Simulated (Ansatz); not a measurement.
# H₂Br+ (singlet): wave-function methods side by side at distance Br1–H2 = 1.447 Å, 6-31G

Aim: climb from Hartree-Fock through coupled cluster and multireference methods for H₂Br+ (singlet) at one geometry and basis, and see what each rung misses.

Method: 6-31G, core rule «outside noble gas», up to 14 orbitals frozen; program: Ansatz 0.2.0, Gaussian basis.

To be run: UHF; CCSD(T) on RHF; BCCD(T) on RHF; CISD; CCSDT(Q) on RHF; CCSDTQ on RHF; CASSCF and MRCISD+Q, 2 electrons in 2 orbitals; CASSCF and NEVPT2, 2 electrons in 2 orbitals; CASSCF and MRCISD+Q, 8 electrons in 6 orbitals; CASSCF and NEVPT2, 8 electrons in 6 orbitals; Full CI.

24 further runs of the same task are left out: 21 that didn't finish, 3 set aside as unsound or not needed. Runs told in other sessions of the task aren't counted.

## (1) The geometry

The geometry derives from a PBE0/def2-TZVP stationary point (not a proven minimum). One bond is set to the value named and the two fragments are kept rigid. No spin-orbit coupling is included. The filled d shell of Br may be among the frozen orbitals whatever the setting's name suggests.

3 atoms, charge 1, spin multiplicity 1.

Atoms are counted from 1 here; the program's logs count them from 0.

Bond lengths: Br1–H2 1.447 Å, Br1–H3 1.447 Å. Angles: H2–Br1–H3 92.5°.

## (2) UHF

File in.yaml:

```yaml
crystal:
  periodic: [false, false, false]
  atoms:
    - {symbol: Br, position_ang: [0.000000, -0.024617, 0.000000]}
    - {symbol: H, position_ang: [0.000000, 0.975758, -1.045847]}
    - {symbol: H, position_ang: [0.000000, 0.975758, 1.045847]}
basis:
  gaussian: {orbitals: 6-31G}
total_charge: 1
magnetization: {spin_polarized: true, initial_magnetization: 0}
hamiltonian: {xc: hf}
output: {orbitals: {seedname: orbitals}}
```

Started as:

```console
ansatz run in.yaml --threads 1 --pin off --events-out ev --progress --plain --max-ram 2393MiB
```

The runs that follow: CCSD(T) on RHF; BCCD(T) on RHF; CISD; CCSDT(Q) on RHF; CCSDTQ on RHF; CASSCF and MRCISD+Q, 2 electrons in 2 orbitals; CASSCF and NEVPT2, 2 electrons in 2 orbitals; CASSCF and MRCISD+Q, 8 electrons in 6 orbitals; CASSCF and NEVPT2, 8 electrons in 6 orbitals; Full CI.

**Question.** What will the summary of the whole plan be? Wanted: FCI from the RHF energy; RMP2 from FCI; RCCSD from FCI; RCCSD(T) from FCI; RCCSDT(Q) from FCI; NEVPT2 pair from FCI; MRCISD+Q pair from FCI; NEVPT2 valence from FCI; T1 diagnostic.

The runs gave:

| quantity | value |
| --- | --- |
| FCI from the RHF energy | -1.9306 eV |
| RMP2 from FCI | +9.82 kcal/mol |
| RCCSD from FCI | +0.46 kcal/mol |
| RCCSD(T) from FCI | +0.08 kcal/mol |
| RCCSDT(Q) from FCI | 0.00 kcal/mol |
| NEVPT2 pair from FCI | +6.53 kcal/mol |
| MRCISD+Q pair from FCI | -0.09 kcal/mol |
| NEVPT2 valence from FCI | +3.68 kcal/mol |
| levels within 1 kcal/mol (43 meV) | RCCSD, RCCSD(T), BCCD(T), RCCSDT, RCCSDT(Q), RCCSDTQ, MRCISD pair, MRCISD+Q pair, MRCISD valence, MRCISD+Q valence |
| T1 diagnostic | 0.008 |
| effectively unpaired electrons | 0.02 |

What this shows: RCCSD(T) lands +0.08 kcal/mol from the yardstick (0.2 % of the correlation energy). MRCISD+Q pair falls below full CI: the +Q correction isn't variational, and the cores differ from full CI's. One determinant dominates. Of the multireference levels listed MRCISD+Q pair comes nearest in total energy (-0.09 kcal/mol), which doesn't show that its space is the better one. These misses are within one basis, not against nature.
